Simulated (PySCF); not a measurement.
# [IrH3]+: from HF to coupled cluster

How much do the numbers for [IrH3]+ (quartet) hang on the method? All levels run at one geometry, the PBE0 minimum.

Program: PySCF 2.14.0. Level of theory: several methods, basis Ir def2-TZVP with ECP60, H def2-TZVP, scalar-relativistic core potentials, no spin–orbit coupling, density fitting. These are calculated values, not measurements.

## (1) The system as given

4 atoms, charge 1, spin multiplicity 4.

Bond lengths: Ir1–H2 1.927 Å, Ir1–H3 1.927 Å, Ir1–H4 1.591 Å, H2–H3 0.806 Å. Angles: H2–Ir1–H3 24.1°, H2–Ir1–H4 140.9°, H3–Ir1–H4 140.9°, Ir1–H2–H3 77.9°, Ir1–H3–H2 77.9°.

Z-matrix (Å, degrees; charge 1 multiplicity 4):
```
Ir
H  1 1.9271
H  1 1.9271 2 24.14
H  1 1.5908 2 140.85 3 -105.23
```

## (2) PBE0

The steps are one call of a driver around PySCF; scf.py gives each level's set-up. Each SCF starts from the density of the minimum. The driver also runs the species with one electron less or more at the same geometry (cation multiplicity 3, anion multiplicity 3); their logs are not shown.

scf.py

```python
from pyscf import gto, scf, dft
mol = gto.M(atom='''
Ir    -0.005766    -0.009196    -0.008560
H      1.292289     1.302497     0.546524
H      0.609498     1.730614     0.546522
H     -0.797845    -1.272458     0.545812''',
    basis={'Ir': 'def2-TZVP', 'H': 'def2-TZVP'},
    ecp={'Ir': 'def2-TZVP'},
    charge=1, spin=3)
mf = dft.UKS(mol, xc='PBE0')
mf.grids.atom_grid = (99, 590)
aux = {'Ir': 'def2-universal-JKFIT', 'H': 'def2-universal-JKFIT'}
mf = mf.density_fit(auxbasis=aux)
mf.kernel()
```

## (3) HF

scf.py, as its differences from that of step 2:

```diff
@@ -10,2 +10 @@
-mf = dft.UKS(mol, xc='PBE0')
-mf.grids.atom_grid = (99, 590)
+mf = scf.UHF(mol)
```

## (4) MP2

scf.py, as its differences from that of step 3:

```diff
@@ -13,0 +14,2 @@
+from pyscf.mp import dfump2
+dfump2.DFUMP2(mf, frozen=0).kernel()  # the driver gives MP2 a fitting basis of its own (RI)
```

## (5) PBE

scf.py, as its differences from that of step 4:

```diff
@@ -10 +10,2 @@
-mf = scf.UHF(mol)
+mf = dft.UKS(mol, xc='PBE')
+mf.grids.atom_grid = (99, 590)
@@ -14,2 +14,0 @@
-from pyscf.mp import dfump2
-dfump2.DFUMP2(mf, frozen=0).kernel()  # the driver gives MP2 a fitting basis of its own (RI)
```

## (6) CCSD(T)

scf.py, as its differences from that of step 5:

```diff
@@ -10,2 +10 @@
-mf = dft.UKS(mol, xc='PBE')
-mf.grids.atom_grid = (99, 590)
+mf = scf.UHF(mol)
@@ -14,0 +14,3 @@
+from pyscf import cc
+mycc = cc.CCSD(mf, frozen=0).run()
+mycc.ccsd_t()
```

(Steps that only read results are left out.)

What does the calculation give? Wanted: vertical ionisation energy, CCSD(T); vertical electron affinity, CCSD(T); gap, range; T1, D1; T1, D1 of the species with one electron less; T1, D1 of the species with one electron more.

The runs gave:

| quantity | value |
| --- | --- |
| vertical ionisation energy, CCSD(T) | 17.12 eV |
| vertical electron affinity, CCSD(T) | 8.37 eV |
| gap, range | 0.83 (PBE) to 11.22 (HF) eV |
| T1, D1 | 0.023, 0.098 |
| T1, D1 of the species with one electron less | 0.051, 0.210 |
| T1, D1 of the species with one electron more | 0.034, 0.171 |

For the vertical ionisation energy, PBE comes nearest to CCSD(T) (+0.26 eV) and HF is farthest (-0.74 eV). CCSD(T) took 96 s, about 8 times as long as PBE (12 s), which misses it by 0.26 eV. Against CCSD(T), the vertical electron affinity is best met by MP2 (+0.17 eV) and worst by HF (-1.35 eV). PBE's −ε(HOMO), 13.4 eV, falls 3.7 eV short of the ionisation energy, while its energy difference gives 17.4 eV. T1 of the species with one electron less is large, so the CCSD(T) value that rests on it is in doubt and small misses rank nothing. Spin contamination is strong in at least one of the open-shell species at HF, MP2, CCSD(T). Open d and f shells are described by one determinant, and the ground state may have another occupation or spin. With an element this heavy the missing spin–orbit coupling can shift these numbers.
